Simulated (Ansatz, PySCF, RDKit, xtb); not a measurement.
# Isomers of C4H5NO2S2, a sample narrowed down

Which of a sample of isomers of C4H5NO2S2 is the most stable in the gas at 298.15 K, and what are its properties? The sample is small against all isomers, and the most stable one of this formula need not be in it.

The funnel: GFN2-xTB relaxations, single points with a density functional, relaxations at PBE-D3(BJ)/def2-SVP, harmonic vibrations (at GFN2-xTB), and a last energy at a higher level. All values are calculated.

## 1. Candidates

Isomers were taken from a list of plausible structures; this is a sample, not all of them. That gives 11 candidates.

```tsv
label	SMILES	spin
c019	CS(=O)(=O)c1ccns1	singlet
c092	CS(=O)(=O)c1cnsc1	singlet
c129	CO[S@](=O)c1ccsn1	singlet
c356	CSc1nc([SH]=O)co1	singlet
c480	CS(=O)(=O)c1nccs1	singlet
c617	N#CCS(=O)(=O)[C@@H]1CS1	singlet
c621	CS(=O)(=O)c1ccsn1	singlet
c664	C[S@](=O)C(=S)OCC#N	singlet
c683	C[S@](=O)Oc1ccsn1	singlet
c736	C=CSS(=O)(=O)CC#N	singlet
c825	C[S@](=O)c1ncc(O)s1	singlet
```

Candidates are built by distance geometry, with a force field where one applies, in up to four conformers (letters a to d).

Q: Predict the outcome of this search (final energies at CCSD(T)/def2-SVP + MP2/def2-TZVPP - MP2/def2-SVP).

| quantity | value |
| --- | --- |
| lowest structure found | CS(=O)(=O)c1nccs1, singlet |
| next finalist | C[S@](=O)Oc1ccsn1, singlet, 4.8 kcal/mol higher in G |
| share at equilibrium, among the finalists | 100.0 % |
| dipole moment (PBE0/def2-SVPD) | 4.48 D |
| HOMO energy (PBE0/def2-SVPD) | -7.83 eV |
| LUMO energy (PBE0/def2-SVPD) | -1.90 eV |
| HOMO–LUMO gap (PBE0/def2-SVPD) | 5.93 eV |
| lowest excitation (TD-PBE0/def2-SVPD) | 5.18 eV (f = 0.151) |
| lowest triplet excitation, same level, Tamm-Dancoff | 3.52 eV |
| vertical ionisation energy | 9.63 eV |
| vertical electron affinity | 0.15 eV |
| vertical triplet less singlet | +3.53 eV |

`CS(=O)(=O)c1nccs1` comes out lowest. The margin of 4.8 kcal/mol over the next finalist is beyond the usual error of the last level; it says nothing of structures that weren't ranked. GFN2-xTB, r2SCAN-D4/def2-SVP, PBE-D3(BJ)/def2-SVP, HF/def2-SVP and MP2/def2-SVP favour the singlet C[S@](=O)Oc1ccsn1; HF/STO-3G favours the singlet CSc1nc([SH]=O)co1 (c356a, not a finalist). One minimum inside the window was never screened. Lowest found is not proven lowest: the search is finite, and each finalist counts with one conformer. Only 11 drawn patterns were tried, so whole families of isomers are missing, and the result ranks this sample alone. The lowest isomer need not be the one that is made and kept in a bottle, which depends on barriers.
